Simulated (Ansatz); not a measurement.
# MnAlGe (P4/nmm): equation of state

The task here is to estimate one member of a computed series from the others.

Method: DFT LDA, scalar-relativistic, plane waves, PAW, in Ansatz 0.2.0.

## The system as given

The structure is tetragonal, space group P4/nmm (No. 129). The conventional cell has a = 3.827 Å, b = 3.827 Å, c = 5.724 Å, α = 90.00°, β = 90.00°, γ = 90.00°. Around Mn (site symmetry -4m2) lie 4 Ge at 2.46 Å and 4 Al at 2.54 Å and 4 Mn at 2.71 Å. Around Al (site symmetry 4mm) lie 5 Ge at 2.51 to 2.71 Å and 4 Mn at 2.54 Å. Ge (site symmetry 4mm) is surrounded by 4 Mn at 2.46 Å and 5 Al at 2.51 to 2.71 Å.

Structure file:

```cif
data_structure
_symmetry_space_group_name_H-M 'P 1'
_symmetry_Int_Tables_number 1
_cell_length_a 3.8270
_cell_length_b 3.8270
_cell_length_c 5.7241
_cell_angle_alpha 90.000
_cell_angle_beta 90.000
_cell_angle_gamma 90.000
_cell_volume 83.83
loop_
_atom_site_label
_atom_site_type_symbol
_atom_site_fract_x
_atom_site_fract_y
_atom_site_fract_z
_atom_site_occupancy
Mn1 Mn 0.00000 0.00000 0.00000 1
Mn2 Mn 0.50000 0.50000 0.00000 1
Al1 Al 0.50000 0.00000 0.70875 1
Al2 Al 0.00000 0.50000 0.29125 1
Ge1 Ge 0.50000 0.00000 0.27068 1
Ge2 Ge 0.00000 0.50000 0.72932 1
```

An earlier run at LDA left this cell at 13.972 Å³/atom and -0.03 GPa (10×10×8 mesh).

Volume factors to run: 0.980, 1.020, 0.960, 1.040.

The first run:

File input.yaml:

```yaml
crystal:
  lattice:
    - [3.8012933729, 0.0, 0.0]
    - [0.0, 3.8012933729, 0.0]
    - [0.0, 0.0, 5.6856532656]
  atoms:
    - { symbol: Mn, position: [0.0, 0.0, 0.0], spin: 1.69 }
    - { symbol: Mn, position: [0.5, 0.5, 0.0], spin: 1.69 }
    - { symbol: Al, position: [0.5, 0.0, 0.7087496495] }
    - { symbol: Al, position: [0.0, 0.5, 0.2912503505] }
    - { symbol: Ge, position: [0.5, 0.0, 0.270682736] }
    - { symbol: Ge, position: [0.0, 0.5, 0.729317264] }
basis:
  ecutwfc: 420
  ecutrho_ratio: 4
kpoints:
  mp_grid: { grid: [10, 10, 8] }
hamiltonian:
  xc: lda
scf:
  occupations: { method: gaussian, width: 0.05 }
output:
  forces: true
  stress: true
  eigenvalues: true
  populations: true
magnetization:
  spin_polarized: true
relax:
  f_tol: 0.01
  max_steps: 40
  cell: { stress_tol: 0.1, fix: [volume] }
```

The run is started by

```
$ ansatz run input.yaml --threads 2 --pin off --max-ram 5120MiB --backend cpu --events-out ev --progress --plain --runs-dir out
```

Steps of the session up to this table: Volume × 0.980; At 1.020 of the relaxed volume; Volume × 0.960; Scaling the volume by 1.040.

One of the session's tables, all rows but one given; the rest of the session is left out.

It belongs to the step «Energy and pressure against volume». 

```
volume (Å³/atom)  energy (meV/atom)  pressure (GPa)  moment of atom 1 (μB)
          13.413              10.81            6.48                   1.51
          13.693               2.57            3.05                   1.52
          13.972               0.00           -0.03                   1.53
          14.252                  ?               ?                      ?
          14.531               9.62           -5.27                   1.56
```

Estimate the missing values for volume (Å³/atom) = 14.252.

Worked estimate for «energy (meV/atom)». A straight line through the neighbours (13.972, 0.00) and (14.531, 9.62) gives 0.00 + (9.62 − 0.00) × (14.252 − 13.972) / (14.531 − 13.972) = 4.82; a parabola fitted to 3 rows on both sides gives 2.36.

As computed: energy (meV/atom): 2.52; pressure (GPa): -2.79; moment of atom 1 (μB): 1.55. In «energy (meV/atom)» the line misses by +2.30 and the parabola by -0.16.

Caveats from the session: Warnings in the runs' records: stability check not made.
